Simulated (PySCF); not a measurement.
**One shape, several levels: Si3NH7O (SMILES O[Si]N([SiH3])[SiH3])**

We compute a comparison of 6 runs (HF/3-21G, HF/def2-SVP, MP2/3-21G, MP2/def2-SVP, MP2/def2-SVPD, CCSD(T)/def2-SVP) of Si3NH7O. 

The calculation is run with PySCF 2.14.0.

## 1. Starting point

Si3NH7O: 12 atoms, total charge 0, spin state singlet. SMILES: `O[Si]N([SiH3])[SiH3]`. The shape is that of a PBE0-D4/def2-TZVP optimisation. This is one conformer, not always the lowest.

Bond lengths: O1–Si2 1.645 Å, Si2–N3 1.759 Å, N3–Si4 1.742 Å, N3–Si5 1.752 Å, O1–H6 0.964 Å, Si4–H7 1.485 Å, Si4–H8 1.485 Å, Si4–H9 1.490 Å, Si5–H10 1.487 Å, Si5–H11 1.487 Å, Si5–H12 1.484 Å. Some angles: O1–Si2–N3 105.0°, Si2–N3–Si4 128.3°, Si2–N3–Si5 115.3°, Si4–N3–Si5 116.4°, Si2–O1–H6 122.1°, N3–Si4–H7 110.9°, N3–Si4–H8 110.9°, N3–Si4–H9 110.1°, N3–Si5–H10 110.2°, N3–Si5–H11 110.3°.

## 2. Energy and gradient at HF/3-21G (run 1)

Contents of run.py:

```python
import pyscf.grad
from pyscf import gto

system = gto.Mole()
system.atom = '''
O    1.909400   2.022200   0.432700
Si   0.378200   2.013300  -0.168000
N   -0.127800   0.329700  -0.102400
Si   0.775800  -1.048200   0.463800
Si  -1.749200   0.011300  -0.684000
H    2.346900   1.216800   0.730200
H    0.955000  -2.045800  -0.621800
H    0.086100  -1.699500   1.606700
H    2.127100  -0.621700   0.924600
H   -1.708900  -0.952700  -1.815000
H   -2.579200  -0.578700   0.399000
H   -2.336200   1.298200  -1.131600
'''
system.max_memory = 1860
system.basis = '3-21g'
system.verbose = 3
system.build()

mf = system.RHF()
mf.conv_tol = 1e-10
mf.kernel()
if not mf.converged:
    mf = mf.newton().run(mf.mo_coeff, mf.mo_occ)

energy = mf.e_tot
print('E(%s) = %.9f' % ('HF', energy))
grad = mf.Gradients().kernel()
mf.analyze()
```

Command:

```bash
$ OMP_NUM_THREADS=1 python run.py
```

What it wrote:

```text
converged SCF energy = -994.941435862644
[... 17 lines left out ...]
MO #8   energy= -6.13378498453237  occ= 2
[... 8 lines left out ...]
MO #17  energy= -4.22433087546902  occ= 2
[... 8 lines left out ...]
MO #26  energy= -0.511030924255152 occ= 2
[... 8 lines left out ...]
MO #35  energy= 0.163677535847949  occ= 0
[... 8 lines left out ...]
MO #44  energy= 0.383827380054902  occ= 0
[... 8 lines left out ...]
MO #53  energy= 0.62474454761674   occ= 0
[... 8 lines left out ...]
MO #62  energy= 1.36527390346267   occ= 0
[... 8 lines left out ...]
MO #71  energy= 3.16048512342053   occ= 0
[... 13 lines left out ...]
Dipole moment(X, Y, Z, Debye): -0.10986, -2.48474,  0.34244
```

Wall time 4.2 s (1 thread of Intel Xeon at 2.70GHz, shared host); peak memory 0.14 GiB.

## 3. Energy and gradient at HF/def2-SVP (run 2)

Contents of input.py:

```python
# O[Si]N([SiH3])[SiH3]
import pyscf.grad
from pyscf import gto, scf

system = gto.M(
    atom='''
O        1.909400       2.022200       0.432700
Si       0.378200       2.013300      -0.168000
N       -0.127800       0.329700      -0.102400
Si       0.775800      -1.048200       0.463800
Si      -1.749200       0.011300      -0.684000
H        2.346900       1.216800       0.730200
H        0.955000      -2.045800      -0.621800
H        0.086100      -1.699500       1.606700
H        2.127100      -0.621700       0.924600
H       -1.708900      -0.952700      -1.815000
H       -2.579200      -0.578700       0.399000
H       -2.336200       1.298200      -1.131600
''',
    charge=0,
    basis='def2-svp',
    verbose=3,
    max_memory=1860,
)

hf = scf.RHF(system)
hf.conv_tol = 1e-10
hf.kernel()
if not hf.converged:
    hf = hf.newton().run(hf.mo_coeff, hf.mo_occ)

etot = hf.e_tot
print('Final energy', etot)
grad = hf.Gradients().kernel()
hf.analyze()
```

Command:

```bash
$ OMP_NUM_THREADS=1 python input.py
```

What it wrote:

```text
converged SCF energy = -999.885878529242
[... 14 lines left out ...]
MO #5   energy= -15.5508145947921  occ= 2
[... 13 lines left out ...]
MO #19  energy= -1.12614095049823  occ= 2
[... 13 lines left out ...]
MO #33  energy= 0.0829481231046234 occ= 0
[... 13 lines left out ...]
MO #47  energy= 0.431110137674222  occ= 0
[... 13 lines left out ...]
MO #61  energy= 0.710621174430897  occ= 0
[... 13 lines left out ...]
MO #75  energy= 1.1583942977023    occ= 0
[... 13 lines left out ...]
MO #89  energy= 1.71876996625303   occ= 0
[... 13 lines left out ...]
MO #103 energy= 2.44022032374395   occ= 0
[... 13 lines left out ...]
MO #117 energy= 4.11194766945959   occ= 0
[... 13 lines left out ...]
Dipole moment(X, Y, Z, Debye):  0.09936, -2.07775,  0.35983
```

It took 19 s on 1 thread of Intel Xeon at 2.70GHz, shared host; peak memory 0.3 GiB.

## 4. Energy and forces at MP2/3-21G (run 3)

Contents of run.py:

```python
import pyscf.grad
from pyscf import gto, scf, mp

mol = gto.M(
    atom='''
O      3.608243     3.821404     0.817684
Si     0.714694     3.804586    -0.317474
N     -0.241507     0.623043    -0.193508
Si     1.466050    -1.980811     0.876455
Si    -3.305509     0.021354    -1.292573
H      4.434998     2.299419     1.379878
H      1.804688    -3.866002    -1.175032
H      0.162705    -3.211590     3.036223
H      4.019636    -1.174843     1.747241
H     -3.229353    -1.800342    -3.429853
H     -4.873982    -1.093585     0.754001
H     -4.414778     2.453242    -2.138414
''',
    basis='3-21g',
    verbose=4,
    charge=0,
    max_memory=1860,
    unit='bohr',
)

mf = scf.RHF(mol)
mf.conv_tol = 1e-10
mf.kernel()
if not mf.converged:
    mf = mf.newton().run(mf.mo_coeff, mf.mo_occ)

pt = mp.MP2(mf, frozen=17).run()
e_tot = pt.e_tot
print('E = %.10f Eh' % e_tot)
grad = pt.Gradients().kernel()
dip = mf.dip_moment()
pop, q = mf.mulliken_pop()
```

Command:

```bash
$ OMP_NUM_THREADS=1 python run.py
```

What it wrote:

```text
PySCF version 2.14.0

[... 66 lines left out ...]
converged SCF energy = -994.941435887487
[... 17 lines left out ...]
Dipole moment(X, Y, Z, Debye): -0.10985, -2.48474,  0.34244
[... 84 lines left out ...]
charge of   11H =     -0.18783
```

Wall time 7.5 s (1 thread of Intel Xeon at 2.70GHz, shared host); peak memory 0.31 GiB.

Runs 4 to 5 aren't shown in full; the table further down has their settings and results.

## 5. The energy at CCSD(T)/def2-SVP (run 6)

Contents of run.py:

```python
from pyscf import gto, cc

mol = gto.M(
    atom='''
O    1.909400   2.022200   0.432700
Si   0.378200   2.013300  -0.168000
N   -0.127800   0.329700  -0.102400
Si   0.775800  -1.048200   0.463800
Si  -1.749200   0.011300  -0.684000
H    2.346900   1.216800   0.730200
H    0.955000  -2.045800  -0.621800
H    0.086100  -1.699500   1.606700
H    2.127100  -0.621700   0.924600
H   -1.708900  -0.952700  -1.815000
H   -2.579200  -0.578700   0.399000
H   -2.336200   1.298200  -1.131600
''',
    charge=0,
    max_memory=1860,
    basis='def2-svp',
    verbose=4,
)

mf = mol.RHF()
mf.conv_tol = 1e-10
mf.kernel()
if not mf.converged:
    mf = mf.newton().run(mf.mo_coeff, mf.mo_occ)

mycc = cc.CCSD(mf, frozen=17)
mycc.kernel()
e_t = mycc.ccsd_t()
energy = mycc.e_tot + e_t
print('E = %.10f Eh' % energy)
mf.analyze()
```

Command:

```bash
$ OMP_NUM_THREADS=1 python run.py
```

What it wrote:

```text
PySCF version 2.14.0

[... 102 lines left out ...]
One-electron Energy =                -2093.252845679398433
[... 16 lines left out ...]
MO #12  energy= -4.26071284167386  occ= 2
[... 14 lines left out ...]
MO #27  energy= -0.522088819462916 occ= 2
[... 14 lines left out ...]
MO #42  energy= 0.258460939892366  occ= 0
[... 14 lines left out ...]
MO #57  energy= 0.637528371041053  occ= 0
[... 14 lines left out ...]
MO #72  energy= 1.090054213421     occ= 0
[... 14 lines left out ...]
MO #87  energy= 1.61829886060264   occ= 0
[... 14 lines left out ...]
MO #102 energy= 2.28566763141891   occ= 0
[... 14 lines left out ...]
MO #117 energy= 4.11194766945959   occ= 0
[... 132 lines left out ...]
Dipole moment(X, Y, Z, Debye):  0.09936, -2.07775,  0.35983
```

It took 84 s on 1 thread of Intel Xeon at 2.70GHz, shared host; peak memory 0.92 GiB.

## 6. The series

| run | level | frozen core orbitals | task | energy (Eh) | dipole moment (D) of the reference | HOMO energy (eV) | LUMO energy (eV) | wall time |
| --- | --- | --- | --- | --- | --- | --- | --- | --- |
| 1 | HF/3-21G | – | gradient | -994.941436 | 2.51 | -9.26 | 2.32 | 4.2 s |
| 2 | HF/def2-SVP | – | gradient | -999.885879 | 2.11 | -9.32 | 2.26 | 19 s |
| 3 | MP2/3-21G | 17 | gradient | -995.321962 | 2.51 | -9.26 | 2.32 | 7.5 s |
| 4 | MP2/def2-SVP | 17 | gradient | -1000.524293 | 2.11 | -9.32 | 2.26 | 37 s |
| 5 | MP2/def2-SVPD | 17 | gradient | -1000.580409 | 2.22 | -9.36 | 1.92 | 2.3 min |
| 6 | CCSD(T)/def2-SVP | 17 | energy | -1000.605256 | 2.11 | -9.32 | 2.26 | 84 s |

## 7. Outcome

| quantity | value |
| --- | --- |
| run 6: total energy | -1000.60526 Eh |
| run 6: dipole moment (Hartree–Fock density) | 2.11 D |
| run 6: HOMO energy (Hartree–Fock orbitals) | -9.32 eV |
| run 6: LUMO energy (Hartree–Fock orbitals) | 2.26 eV |
| run 6: HOMO–LUMO gap (Hartree–Fock orbitals) | 11.58 eV |
| run 6: correlation energy (17 core orbitals frozen) | -719.4 mEh |
| run 6: (T) correction | -19.69 mEh |
| run 6: T1 diagnostic | 0.014 |

**Reading.** Below the HF energy at the same shape and in the same basis (def2-SVP): MP2 -638.4 mEh; CCSD(T) -719.4 mEh. All runs together took 4.8 min, the longest 2.3 min.
